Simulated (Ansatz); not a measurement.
**GeH₉OSi₂ radical (built from SMILES [GeH3].[SiH3]O[SiH3]): search for a transition state**

Wanted: the transition state of a hydrogen abstraction (form H1–Ge5 and break H1–Si2). The guess is relaxed with those distances held, a saddle search follows, and vibrations and two downhill relaxations check it.

Method: PBE0-D4, def2-SVP first, then def2-TZVP; program: Ansatz 0.2.0, Gaussian basis.

152 further runs of the same task are left out: 152 set aside as unsound or not needed.

## Step 1: The system as given

The guess: 13 atoms, charge 0, spin multiplicity 2.

Atoms are counted from 1 here; the program's logs count them from 0.

Bond lengths: H1–Ge5 1.712 Å, Si2–O3 1.620 Å, Si2–H6 1.455 Å, Si2–H7 1.455 Å, O3–Si4 1.618 Å, Si4–H8 1.461 Å, Si4–H9 1.463 Å, Si4–H10 1.463 Å, Ge5–H11 1.509 Å, Ge5–H12 1.506 Å, Ge5–H13 1.502 Å. Angles: O3–Si2–H6 106.5°, O3–Si2–H7 106.7°, H6–Si2–H7 116.0°, Si2–O3–Si4 158.2°, O3–Si4–H8 104.0°, O3–Si4–H9 107.1°, O3–Si4–H10 107.9°, H8–Si4–H9 112.7°, H8–Si4–H10 112.7°, H9–Si4–H10 111.8°, H1–Ge5–H11 116.7°, H1–Ge5–H12 112.9°, H1–Ge5–H13 113.6°, H11–Ge5–H12 103.8°, H11–Ge5–H13 104.2°, H12–Ge5–H13 104.2°.

Coordinates:

```xyz
13
charge 0, multiplicity 2
H    -0.23280   -0.10240   -1.40290
Si    0.80140   -1.65420   -0.67690
O     0.75710   -1.11110    0.84830
Si    0.41780   -0.11900    2.08080
Ge   -1.05600    1.39170   -1.54610
H     0.11540   -2.93740   -0.67940
H     2.20220   -1.67940   -1.07050
H     1.25690   -0.60880    3.17140
H    -1.01100   -0.25610    2.36190
H     0.76380    1.24180    1.67030
H    -2.05750    1.50890   -2.66840
H    -0.12560    2.55380   -1.77110
H    -1.83160    1.77210   -0.31740
```

Distances that are to change: H1–Ge5 1.71 Å, H1–Si2 2.00 Å.

## Step 2: Constrained relaxation of the guess

hold/in.yaml

```yaml
crystal:
  periodic: [false, false, false]
  atoms:
    - {symbol: H, position_ang: [-0.232800, -0.102400, -1.402900]}
    - {symbol: Si, position_ang: [0.801400, -1.654200, -0.676900]}
    - {symbol: O, position_ang: [0.757100, -1.111100, 0.848300]}
    - {symbol: Si, position_ang: [0.417800, -0.119000, 2.080800]}
    - {symbol: Ge, position_ang: [-1.056000, 1.391700, -1.546100]}
    - {symbol: H, position_ang: [0.115400, -2.937400, -0.679400]}
    - {symbol: H, position_ang: [2.202200, -1.679400, -1.070500]}
    - {symbol: H, position_ang: [1.256900, -0.608800, 3.171400]}
    - {symbol: H, position_ang: [-1.011000, -0.256100, 2.361900]}
    - {symbol: H, position_ang: [0.763800, 1.241800, 1.670300]}
    - {symbol: H, position_ang: [-2.057500, 1.508900, -2.668400]}
    - {symbol: H, position_ang: [-0.125600, 2.553800, -1.771100]}
    - {symbol: H, position_ang: [-1.831600, 1.772100, -0.317400]}
basis:
  gaussian: {orbitals: def2-SVP}
magnetization: {spin_polarized: true, initial_magnetization: 1}
hamiltonian: {xc: pbe0, dispersion: d4}
relax: {f_tol: 0.04, max_steps: 150, escape_saddle: false, constraints: [{distance: [0, 4]}, {distance: [0, 1]}]}
```

Started as:

```bash
$ ansatz run in.yaml --threads 4 --pin off --events-out ev --progress --plain --max-ram 66560MiB --backend cpu
```

The runs that follow: A starting Hessian; Saddle search in the small basis; Saddle search in triple zeta; Vibrations at the point found; Relaxing after a step of 0.30 Å one way along the mode; Relaxing after a step of 0.30 Å the other way along the mode.

**Question.** What will these runs give? Wanted: imaginary mode; barrier from the start side; barrier from the end side; energy of the step; pairs that change; zero-point energy at the saddle.

The runs gave:

| quantity | value |
| --- | --- |
| imaginary mode | 691i cm⁻¹ |
| barrier from the start side | 0.458 eV |
| barrier from the end side | 0.158 eV |
| energy of the step | +0.300 eV |
| pairs that change | H1–Ge5 formed, H1–Si2 broken |
| zero-point energy at the saddle | 1.957 eV |

**Reading.** One imaginary mode, 691i cm⁻¹, makes this a first-order saddle. Going downhill both ways gives the intended start and end. At PBE0-D4/def2-TZVP the electronic barrier is 0.458 eV, about 18 kT at 298 K, and the step runs 0.300 eV uphill. A step off the saddle overshot and began above it in energy, so the link to its end is likely but not proven. Lower complexes than these ends may exist.
